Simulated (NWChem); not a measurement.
# One shape, several levels: InHCl2 (InCl2H)

We compute a comparison of 6 runs (HF/STO-3G, HF/3-21G, B3LYP/STO-3G, PBE/def2-SVP, PBE0/def2-SVP, BP86/def2-TZVP) of InHCl2 (InCl2H). 

The results are computed with NWChem 7.3.0.

3 further runs of the same task are left out: 3 set aside as unsound or not needed.

## (1) The system as given

InHCl2: 4 atoms, total charge 0, spin state singlet. As SMILES, `[H][In]([Cl])[Cl]`. The shape comes from GFN2-xTB, which is rough for such elements, and wasn't checked as a minimum.

Bond lengths: In1–Cl2 2.286 Å, In1–Cl3 2.286 Å, In1–H4 1.709 Å. Angles: Cl2–In1–Cl3 113.5°, Cl2–In1–H4 123.2°, Cl3–In1–H4 123.2°.

## (2) Energy and gradient at HF/STO-3G (run 1)

The input, run.nw:

```
start run
memory 2200 mb
charge 0
geometry units angstroms noautosym nocenter noautoz
   In      -0.101990      -0.171200       0.000100
   Cl       2.182270      -0.073550       0.013530
   Cl      -1.103820       1.883910      -0.015020
   H       -0.976460      -1.639160       0.001390
end
basis spherical bse
   * library STO-3G
end
scf
   thresh 1e-08
   maxiter 80
   print medium
end
task scf gradient
```

Run with:

```console
$ nwchem run.nw > run.out
```

Standard output:

```text
[...]
  functions       =    46
[...]
  wavefunction    = RHF
[...]
         Total SCF energy =  -6592.795276669844
      One-electron energy = -10019.223212605266
      Two-electron energy =   2980.572934259715
 Nuclear repulsion energy =    445.855001675706
        Time for solution =      2.5s
[...]
                         RHF ENERGY GRADIENTS
    atom               coordinates                        gradient
                 x          y          z           x          y          z
   1 In     -0.192733  -0.323521   0.000189    0.013894   0.023342  -0.000025
   2 Cl      4.123892  -0.138989   0.025568    0.006100  -0.000296   0.000039
   3 Cl     -2.085917   3.560074  -0.028384   -0.003160   0.005212  -0.000041
   4 H      -1.845242  -3.097563   0.002627   -0.016834  -0.028258   0.000027
[...]
```

It took 4.5 s on 1 thread of AMD EPYC 9R45 (Zen 5), shared host; peak memory 0.1 GiB.

## (3) Energy and forces at HF/3-21G (run 2)

The input, cl2hin.nw:

```
start cl2hin
memory stack 880 mb heap 220 mb global 1100 mb

geometry noautosym nocenter noautoz
  In      -0.101990      -0.171200       0.000100
  Cl       2.182270      -0.073550       0.013530
  Cl      -1.103820       1.883910      -0.015020
  H       -0.976460      -1.639160       0.001390
end

basis spherical bse
  * library 3-21G
end

scf
  thresh 1e-08
  maxiter 80
end

task scf gradient
```

Run with:

```console
$ nwchem cl2hin.nw > cl2hin.out
```

Standard output:

```text
[...]
  functions       =    59
[...]
  wavefunction    = RHF
[...]
         Total SCF energy =  -6630.024696707157
      One-electron energy = -10046.992002800771
      Two-electron energy =   2971.112304417908
 Nuclear repulsion energy =    445.855001675706
        Time for solution =      3.4s
[...]
                         RHF ENERGY GRADIENTS
    atom               coordinates                        gradient
                 x          y          z           x          y          z
   1 In     -0.192733  -0.323521   0.000189    0.017335   0.029126  -0.000026
   2 Cl      4.123892  -0.138989   0.025568   -0.039492  -0.001205  -0.000233
   3 Cl     -2.085917   3.560074  -0.028384    0.017753  -0.035316   0.000264
   4 H      -1.845242  -3.097563   0.002627    0.004405   0.007395  -0.000005
[...]
```

It took 5.4 s on 1 thread of AMD EPYC 9R45 (Zen 5), shared host; peak memory 0.1 GiB.

## (4) Energy and forces at B3LYP/STO-3G (run 3)

The input, test.xyz:

```xyz
4
Cl2HIn gradient
In    -0.101990    -0.171200     0.000100
Cl     2.182270    -0.073550     0.013530
Cl    -1.103820     1.883910    -0.015020
H     -0.976460    -1.639160     0.001390
```

The input, run.py:

```python
from ase.io import read
from ase.calculators.nwchem import NWChem

system = read('test.xyz')

calc = NWChem(
    label='test',
    theory='dft',
    memory='2200 mb',
    basis='STO-3G',
    basispar='spherical bse',
    dft={'xc': 'b3lyp', 'mult': '1', 'grid': 'xfine', 'convergence': 'energy 1e-08', 'iterations': '100', 'mulliken': None},
)
system.calc = calc

forces = system.get_forces()
e = system.get_potential_energy()
print(f"E = {e:.6f} eV")
print("forces (eV/A):")
for s, f in zip(system.symbols, forces):
    print(f"{s:2s} {f[0]:10.5f} {f[1]:10.5f} {f[2]:10.5f}")
print("dipole (e A):", system.get_dipole_moment().round(4))
```

Run with:

```console
$ export ASE_NWCHEM_COMMAND="nwchem PREFIX.nwi > PREFIX.nwo"
$ python run.py
```

Standard output:

```text
E = -179485.519093 eV
forces (eV/A):
In   -0.79072   -1.32797    0.00139
Cl   -0.63691    0.05692   -0.00417
Cl    0.35317   -0.53253    0.00442
H     1.07446    1.80363   -0.00165
dipole (e A): [-2.839e-01 -4.765e-01  3.000e-04]
```

The calculator wrote test.nwi:

```
title "test"

permanent_dir test

scratch_dir test

start test

geometry units angstrom nocenter noautosym noautoz
  In -1.0199000000000000e-01 -1.7119999999999999e-01 1.0000000000000000e-04
  Cl 2.1822699999999999e+00 -7.3550000000000004e-02 1.3530000000000000e-02
  Cl -1.1038200000000000e+00 1.8839100000000000e+00 -1.5020000000000000e-02
  H  -9.7645999999999999e-01 -1.6391600000000000e+00 1.3900000000000000e-03
end

memory 2200 mb

basis spherical bse noprint
   * library STO-3G
end

dft
  xc b3lyp
  mult 1
  grid xfine
  convergence energy 1e-08
  iterations 100
  mulliken
end

task dft gradient
```

test.nwo:

```text
Northwest Computational Chemistry Package (NWChem) 7.3.0
             --------------------------------------------------------

           Job information
           ---------------

    nwchem branch   = 7.3.0
    use scalapack   = T
    input           = test.nwi
    prefix          = test.
    data base       = test/test.db
    status          = startup
    nproc           =        1

           Memory information
           ------------------

    heap     =     72089596 doubles =      550.0 Mbytes
    stack    =     72089601 doubles =      550.0 Mbytes
    global   =    144179200 doubles =     1100.0 Mbytes (distinct from heap & stack)
    total    =    288358397 doubles =     2200.0 Mbytes
    verify   = yes
    hardfail = no

[... 92 lines left out ...]
  convergence criterion.
[... 40 lines left out ...]
          Spatial weights used:  Erf1
[... 74 lines left out ...]
         Total DFT energy =    -6595.971220746861
[... 3 lines left out ...]
 Nuclear repulsion energy =      445.855001675706
[... 408 lines left out ...]
          Convergence on gradient requested:  5.00D-04
[... 27 lines left out ...]
          total energy or number of iterations.
[... 26 lines left out ...]
                         DFT ENERGY GRADIENTS

    atom               coordinates                        gradient
                 x          y          z           x          y          z
   1 In     -0.192733  -0.323521   0.000189    0.015377   0.025825  -0.000027
   2 Cl      4.123892  -0.138989   0.025568    0.012386  -0.001107   0.000081
   3 Cl     -2.085917   3.560074  -0.028384   -0.006868   0.010356  -0.000086
   4 H      -1.845242  -3.097563   0.002627   -0.020895  -0.035075   0.000032

                 ----------------------------------------
                 |  Time  |  1-e(secs)   |  2-e(secs)   |
                 ----------------------------------------
                 |  CPU   |       0.00   |       0.99   |
                 ----------------------------------------
                 |  WALL  |       0.00   |       0.99   |
                 ----------------------------------------

 Task  times  cpu:        4.9s     wall:        4.9s
 Total times  cpu:        4.9s     wall:        4.9s
```

It took 6 s on 1 thread of AMD EPYC 9R45 (Zen 5), shared host; peak memory 0.13 GiB.

Runs 4 to 5 aren't shown in full; the table further down has their settings and results.

## (5) Energy and forces at BP86/def2-TZVP (core potential) (run 6)

The input, calc.nw:

```
start calc
title "InCl2H"
memory stack 880 mb heap 220 mb global 1100 mb
geometry noautosym nocenter noautoz
   In   -0.101990   -0.171200    0.000100
   Cl    2.182270   -0.073550    0.013530
   Cl   -1.103820    1.883910   -0.015020
   H    -0.976460   -1.639160    0.001390
end
basis spherical bse
   In library def2-TZVP
   Cl library def2-TZVP
   H library def2-TZVP
end
ecp bse
   In library def2-TZVP
end
dft
   xc becke88 perdew86
   grid fine
   convergence energy 1e-08
   maxiter 100
   mulliken
end
task dft gradient
```

Run with:

```console
$ nwchem calc.nw > calc.out
```

Standard output:

```text
[...]
          Wavefunction type:  closed shell.
          No. of atoms     :     4
          No. of electrons :    56
[...]
          Charge           :     0
          Spin multiplicity:     1
[...]
          AO basis - number of functions:   130
[...]
              XC Information
              --------------
                    Becke 1988 Exchange Functional  1.000
                Perdew 1981 Correlation Functional  1.000 local
                Perdew 1986 Correlation Functional  1.000 non-local
[...]
 d= 0,ls=0.0,diis     1  -1111.3818061533 -1.33D+03  1.84D-02  1.55D+00     4.0
[...]
 d= 0,ls=0.0,diis    10  -1111.4606106528 -3.42D-09  5.73D-07  4.27D-09    29.7
         Total DFT energy =    -1111.460610652812
      One electron energy =    -2039.260124070166
           Coulomb energy =      784.798376713305
    Exchange-Corr. energy =      -73.842700140099
 Nuclear repulsion energy =      216.843836844147
[...]
      Total Density - Mulliken Population Analysis
     ---------------------------------------------
    Atom       Charge   Shell Charges
 -----------   ------   -------------------------------------------------------
    1 In  21    20.31   0.40 -0.85  1.64  0.80  0.95  0.18 -0.41  6.40  0.64  0.31  0.05  8.79  1.19  0.15  0.00  0.06
    2 Cl  17    17.32   2.01  0.43  1.52  1.15  0.82  4.19  1.66  1.14  2.78  1.58  0.00  0.02  0.00
    3 Cl  17    17.32   2.01  0.43  1.52  1.15  0.82  4.19  1.66  1.14  2.78  1.58  0.00  0.02  0.00
    4 H    1     1.05   0.22  0.51  0.31  0.01
[...]
  wavefunction    = closed shell
                         DFT ENERGY GRADIENTS
    atom               coordinates                        gradient
                 x          y          z           x          y          z
   1 In     -0.192733  -0.323521   0.000189    0.008512   0.014308  -0.000014
   2 Cl      4.123892  -0.138989   0.025568   -0.014386  -0.000929  -0.000082
   3 Cl     -2.085917   3.560074  -0.028384    0.006039  -0.013104   0.000095
   4 H      -1.845242  -3.097563   0.002627   -0.000165  -0.000276   0.000001
[...]
```

Run time: 41 s. Hardware: 1 thread of AMD EPYC 9R45 (Zen 5), shared host; peak memory 0.14 GiB.

## (6) All runs side by side

| run | level | iteration cap | module | energy (Eh) | dipole moment (D) | HOMO energy (eV) | LUMO energy (eV) | wall time |
| --- | --- | --- | --- | --- | --- | --- | --- | --- |
| 1 | HF/STO-3G | 80 | scf | -6592.795277 | 3.28 | -9.62 | 4.55 | 4.5 s |
| 2 | HF/3-21G | 80 | scf | -6630.024697 | 3.47 | -12.17 | 0.39 | 5.4 s |
| 3 | B3LYP/STO-3G | 100 | dft | -6595.971221 | 2.66 | -5.77 | 0.67 | 6 s |
| 4 | PBE/def2-SVP (core potential) | 100 | dft | -1110.546405 | 2.05 | -7.38 | -2.44 | 14 s |
| 5 | PBE0/def2-SVP (core potential) | 100 | dft | -1110.626620 | 2.27 | – | – | 12 s |
| 6 | BP86/def2-TZVP (core potential) | 100 | dft | -1111.460611 | 2.18 | -7.68 | -2.72 | 41 s |

## (7) Results

```
                       quantity           value
            run 6: total energy  -1111.46061 Eh
           run 6: dipole moment          2.18 D
             run 6: HOMO energy        -7.68 eV
             run 6: LUMO energy        -2.72 eV
           run 6: HOMO–LUMO gap         4.96 eV
run 6: largest force on an atom      0.856 eV/Å
```

What this shows: The dipole moment (its size) runs from 2.05 D (PBE/def2-SVP) to 3.47 D (HF/3-21G). The two ends differ in method and basis and core potential. Over runs 1, 2, 3, 4, 6 the HOMO–LUMO gap runs from 4.94 eV (PBE/def2-SVP) to 14.17 eV (HF/STO-3G). Totals of different functionals can't be ranked against each other. Some runs of one species differ in core potentials or relativity; totals across that change don't compare. In runs 1, 3 the basis is minimal, so the values are rough. In runs 1, 2, 3 relativity is left out where basis or elements ask for it. All runs together took 82 s, the longest 41 s.
